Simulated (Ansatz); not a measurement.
**C₃H₆OSi: small, medium and large basis sets**

The task here is to estimate one member of a computed series from the others.

Program: Ansatz 0.2.0, Gaussian basis. Level of theory: one geometry, several basis sets. These are calculated values, not measurements.

The runs, in order: PBE0-D4/def2-SVP; ωB97M-V/def2-SVP; PBE0-D4/def2-QZVPP; ωB97M-V/def2-QZVPP; the functionals' def2-TZVPP values are taken from earlier runs.

### The geometry

The geometry comes from an earlier relaxation with PBE0-D4 in a triple-zeta def2 set; it is a stationary point, not always the lowest conformer.

SMILES `C#C[SiH2]CO`, 11 atoms, charge 0, spin multiplicity 1.

Atoms are counted from 1 here; the program's logs count them from 0.

Bond lengths: C1–C2 1.207 Å, C1–H6 1.066 Å, C2–Si3 1.831 Å, Si3–C4 1.889 Å, Si3–H7 1.486 Å, Si3–H8 1.483 Å, C4–O5 1.418 Å, C4–H9 1.100 Å, C4–H10 1.094 Å, O5–H11 0.963 Å. Angles: C2–C1–H6 179.0°, C1–C2–Si3 176.3°, C2–Si3–C4 105.4°, C2–Si3–H7 109.4°, C2–Si3–H8 108.4°, C4–Si3–H7 111.9°, C4–Si3–H8 111.6°, H7–Si3–H8 110.0°, Si3–C4–O5 111.5°, Si3–C4–H9 110.0°, Si3–C4–H10 109.9°, O5–C4–H9 111.8°, O5–C4–H10 106.8°, H9–C4–H10 106.6°, C4–O5–H11 108.1°.

The first run:

The input, in.yaml:

```yaml
crystal:
  periodic: [false, false, false]
  atoms:
    - {symbol: C, position_ang: [-1.499882, 0.876894, 1.851825]}
    - {symbol: C, position_ang: [-0.664297, 0.179794, 1.329733]}
    - {symbol: Si, position_ang: [0.581486, -0.820016, 0.435199]}
    - {symbol: C, position_ang: [0.779122, 0.012551, -1.249392]}
    - {symbol: O, position_ang: [-0.475563, 0.229965, -1.872772]}
    - {symbol: H, position_ang: [-2.235618, 1.484105, 2.328313]}
    - {symbol: H, position_ang: [1.853784, -0.825730, 1.203267]}
    - {symbol: H, position_ang: [0.063374, -2.203802, 0.303729]}
    - {symbol: H, position_ang: [1.348710, 0.947009, -1.143014]}
    - {symbol: H, position_ang: [1.357082, -0.632310, -1.917153]}
    - {symbol: H, position_ang: [-1.042996, 0.694538, -1.249233]}
basis:
  gaussian: {orbitals: def2-SVP}
hamiltonian: {xc: pbe0, dispersion: d4}
output: {orbitals: {seedname: orbitals}}
```

Among the steps run: PBE0-D4 in def2-SVP; ωB97M-V in def2-SVP; PBE0-D4 in def2-QZVPP; ωB97M-V in def2-QZVPP.

One of the session's tables, all rows but one given; the rest of the session is left out.

It belongs to the step «Functionals by basis». 

| functional | basis | HOMO (eV) | LUMO (eV) |
| --- | --- | --- | --- |
| PBE0-D4 | def2-SVP | ? | ? |
| PBE0-D4 | def2-TZVPP | -7.55 | -0.31 |
| PBE0-D4 | def2-QZVPP | -7.59 | -0.38 |
| ωB97M-V | def2-SVP | -9.68 | 2.00 |
| ωB97M-V | def2-TZVPP | -9.88 | 1.61 |
| ωB97M-V | def2-QZVPP | -9.91 | 1.39 |

**Question.** Estimate the row for PBE0-D4, def2-SVP.

As computed: HOMO (eV): -7.37; LUMO (eV): -0.08. In the column «HOMO (eV)» it is the highest.
